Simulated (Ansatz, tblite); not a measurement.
# C₂₄H₂₀: one state, many levels

An exercise on one series of results from a longer session: the logs are not shown, and one member is left open.

Program: Ansatz 0.2.0, Gaussian basis. Level of theory: as each input shows. These are calculated values, not measurements.

Plan: GFN1-xTB, GFN2-xTB, PBE-D4/def2-TZVP, r2SCAN-D4/def2-TZVP, CAM-B3LYP-D4/def2-TZVP, ωB97M-V/def2-TZVP, PBE-QIDH/def2-TZVP, PBE-D4/def2-SVP, PBE0-D4/def2-SVP, MP2/def2-SVP, RPA/def2-SVP.

## The geometry

The geometry is that of the singlet, from an earlier relaxation (PBE-D4/def2-SVP).

SMILES `[H]/C=C/c1ccc(/C=C/c2ccc(/C=C/c3ccccc3)cc2)cc1`, 44 atoms, charge 0, spin multiplicity 1.

Bond lengths: H1–C2 1.100 Å, C2–C3 1.352 Å, C2–H26 1.102 Å, C3–C4 1.468 Å, C3–H27 1.105 Å, C4–C5 1.416 Å, C4–C25 1.417 Å, C5–C6 1.393 Å, C5–H28 1.100 Å, C6–C7 1.420 Å, C6–H29 1.102 Å, C7–C8 1.458 Å, C7–C24 1.418 Å, C8–C9 1.364 Å, C8–H30 1.103 Å, C9–C10 1.457 Å, C9–H31 1.104 Å, C10–C11 1.422 Å and more. Angles: H1–C2–C3 121.0°, H1–C2–H26 116.5°, C3–C2–H26 122.4°, C2–C3–C4 127.4°, C2–C3–H27 118.1°, C4–C3–H27 114.5°, C3–C4–C5 123.4°, C3–C4–C25 119.3°, C5–C4–C25 117.3°, C4–C5–C6 121.0°, C4–C5–H28 119.8°, C6–C5–H28 119.2°, C5–C6–C7 121.8°, C5–C6–H29 119.5°, C7–C6–H29 118.7°, C6–C7–C8 119.1°, C6–C7–C24 117.1°, C8–C7–C24 123.7° and more.

PBE0-D4/def2-TZVP was run before; its log isn't repeated, and its numbers join the tables.

The first run:

Tight binding, by tblite at 300 K electronic temperature and without a spin-polarisation term:

```python
tblite.interface.Calculator('GFN1-xTB', numbers, positions, charge=0, uhf=0).singlepoint()
```

Tight binding, by tblite at 300 K electronic temperature and without a spin-polarisation term:

```python
tblite.interface.Calculator('GFN2-xTB', numbers, positions, charge=0, uhf=0).singlepoint()
```

start.molden holds the orbitals of an earlier run on this state, given as this run's starting guess.

in.yaml reads:

```yaml
crystal:
  periodic: [false, false, false]
  atoms:
    - {symbol: H, position_ang: [10.574705, -0.029340, -0.508698]}
    - {symbol: C, position_ang: [9.510896, -0.291148, -0.408686]}
    - {symbol: C, position_ang: [8.547637, 0.650430, -0.526790]}
    - {symbol: C, position_ang: [7.096482, 0.459537, -0.418755]}
    - {symbol: C, position_ang: [6.491512, -0.798626, -0.182575]}
    - {symbol: C, position_ang: [5.106792, -0.922717, -0.087746]}
    - {symbol: C, position_ang: [4.244228, 0.197076, -0.224831]}
    - {symbol: C, position_ang: [2.803157, -0.000138, -0.120788]}
    - {symbol: C, position_ang: [1.832388, 0.946344, -0.272758]}
    - {symbol: C, position_ang: [0.392535, 0.747989, -0.170411]}
    - {symbol: C, position_ang: [-0.208851, -0.500376, 0.147549]}
    - {symbol: C, position_ang: [-1.589593, -0.640821, 0.229341]}
    - {symbol: C, position_ang: [-2.462122, 0.457575, -0.000624]}
    - {symbol: C, position_ang: [-3.915165, 0.362781, 0.073469]}
    - {symbol: C, position_ang: [-4.649204, -0.740459, 0.392494]}
    - {symbol: C, position_ang: [-6.106203, -0.836583, 0.466540]}
    - {symbol: C, position_ang: [-6.976213, 0.243255, 0.168779]}
    - {symbol: C, position_ang: [-8.363320, 0.095308, 0.259162]}
    - {symbol: C, position_ang: [-8.926330, -1.133594, 0.648922]}
    - {symbol: C, position_ang: [-8.082519, -2.215219, 0.945910]}
    - {symbol: C, position_ang: [-6.693172, -2.067068, 0.854390]}
    - {symbol: C, position_ang: [-1.862905, 1.702134, -0.316867]}
    - {symbol: C, position_ang: [-0.477444, 1.843553, -0.397735]}
    - {symbol: C, position_ang: [4.851887, 1.456623, -0.458925]}
    - {symbol: C, position_ang: [6.237471, 1.579073, -0.553010]}
    - {symbol: H, position_ang: [9.281069, -1.350057, -0.205770]}
    - {symbol: H, position_ang: [8.859086, 1.691906, -0.726418]}
    - {symbol: H, position_ang: [7.118970, -1.695813, -0.073117]}
    - {symbol: H, position_ang: [4.661891, -1.914093, 0.094752]}
    - {symbol: H, position_ang: [2.497776, -1.037793, 0.097556]}
    - {symbol: H, position_ang: [2.136590, 1.981318, -0.505263]}
    - {symbol: H, position_ang: [0.425808, -1.379268, 0.335333]}
    - {symbol: H, position_ang: [-2.008599, -1.627566, 0.476677]}
    - {symbol: H, position_ang: [-4.446753, 1.302681, -0.154305]}
    - {symbol: H, position_ang: [-4.117205, -1.677446, 0.630973]}
    - {symbol: H, position_ang: [-6.558922, 1.213072, -0.140985]}
    - {symbol: H, position_ang: [-9.017575, 0.948540, 0.022388]}
    - {symbol: H, position_ang: [-10.018905, -1.245483, 0.718734]}
    - {symbol: H, position_ang: [-8.510753, -3.182426, 1.251003]}
    - {symbol: H, position_ang: [-6.034649, -2.918666, 1.088939]}
    - {symbol: H, position_ang: [-2.511282, 2.573550, -0.500965]}
    - {symbol: H, position_ang: [-0.043330, 2.825270, -0.645390]}
    - {symbol: H, position_ang: [4.227443, 2.356131, -0.566438]}
    - {symbol: H, position_ang: [6.682702, 2.570536, -0.735051]}
basis:
  gaussian: {orbitals: def2-TZVP, fitting: {mean_field: def2-universal-jkfit}, initial_orbitals: start.molden}
hamiltonian: {xc: pbe, dispersion: d4}
scf: {omitted_lower_state_checks: [starts]}
output: {forces: true, orbitals: {seedname: orbitals}}
```

Command:

```
> ansatz run in.yaml --threads 2 --pin off --events-out ev --progress --plain --max-ram 22528MiB --backend cuda --devices 0, --max-vram 18GiB
```

Steps of the session up to this table: PBE-D4/def2-TZVP; r2SCAN-D4/def2-TZVP; CAM-B3LYP-D4/def2-TZVP; ωB97M-V/def2-TZVP; PBE-QIDH/def2-TZVP; PBE-D4/def2-SVP; PBE0-D4/def2-SVP; MP2/def2-SVP; RPA/def2-SVP.

One of the session's tables, all rows but one given; the rest of the session is left out.

It belongs to the step «Binding energy». 

```
                 level  binding an atom (eV)
           HF/def2-SVP                 3.896
       PBE-D4/def2-SVP                 5.421
      PBE-D4/def2-TZVP                 5.342
   r2SCAN-D4/def2-TZVP                     ?
      PBE0-D4/def2-SVP                 5.313
     PBE0-D4/def2-TZVP                 5.231
CAM-B3LYP-D4/def2-TZVP                 5.146
     ωB97M-V/def2-TZVP                 5.135
          MP2/def2-SVP                 5.086
```

**Question.** Estimate the row for r2SCAN-D4/def2-TZVP.

The run gave: binding an atom (eV): 5.178. In the column «binding an atom (eV)» it lies between CAM-B3LYP-D4/def2-TZVP (5.146) and PBE0-D4/def2-TZVP (5.231).

Limits of these values: Free atoms were run apart at each level; binding is atoms less cluster, divided by the number of atoms, without zero-point or spin-orbit terms.
